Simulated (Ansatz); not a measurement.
# Ge2Br: the cost of one run

Method: DFT PBE, scalar-relativistic, plane waves, PAW, in Ansatz 0.2.0.

2 further runs of the same task are left out: 1 that didn't finish, 1 set aside as unsound or not needed.

## (1) The structure to begin with

The structure is hexagonal, space group P-6m2 (No. 187). Conventional cell: a = 2.843 Å, b = 2.843 Å, c = 13.880 Å, α = 90.00°, β = 90.00°, γ = 120.00°. Ge (site symmetry 3m) is surrounded by 3 Br at 2.18 Å. Around Br (site symmetry -6m2) lie 6 Ge at 2.18 Å.

As a file:

```cif
data_structure
_symmetry_space_group_name_H-M 'P 1'
_symmetry_Int_Tables_number 1
_cell_length_a 2.8432
_cell_length_b 2.8432
_cell_length_c 13.8799
_cell_angle_alpha 90.000
_cell_angle_beta 90.000
_cell_angle_gamma 120.000
_cell_volume 97.17
loop_
_atom_site_label
_atom_site_type_symbol
_atom_site_fract_x
_atom_site_fract_y
_atom_site_fract_z
_atom_site_occupancy
Ge1 Ge 0.33333 0.66667 0.89683 1
Ge2 Ge 0.33333 0.66667 0.10317 1
Br1 Br 0.00000 0.00000 0.00000 1
```

The cell is invented: species swapped into a database cell of Te2W (P-6m2, No. 187), with Ge on the Te sites and Br on the W sites. Lengths come from tabulated atomic sizes and are only a guess.

## (2) A first look at the guess

input.yaml

```yaml
crystal:
  lattice:
    - [2.8431519, 0.0, 0.0]
    - [-1.42157595, 2.46224178, 0.0]
    - [0.0, 0.0, 13.87992014]
  atoms:
    - { symbol: Ge, position: [0.33333333, 0.66666667, 0.89683312] }
    - { symbol: Ge, position: [0.33333333, 0.66666667, 0.10316688] }
    - { symbol: Br, position: [0.0, 0.0, 0.0] }
basis:
  ecutwfc: 420
kpoints:
  mp_grid: { grid: [6, 6, 2] }
hamiltonian:
  xc: pbe
scf:
  occupations: { method: gaussian, width: 0.1 }
  lower_state_search: "off"
output:
  forces: true
  stress: true
  eigenvalues: true
```

Command:

```bash
$ ansatz run input.yaml --threads 1 --pin off --max-ram 2048MiB --backend cpu --events-out ev --progress --plain --runs-dir out
```

What time and memory should one allow on 1 thread of Arm Neoverse V2, shared host?

About 2.7 s, with a peak of 0.3 GiB.
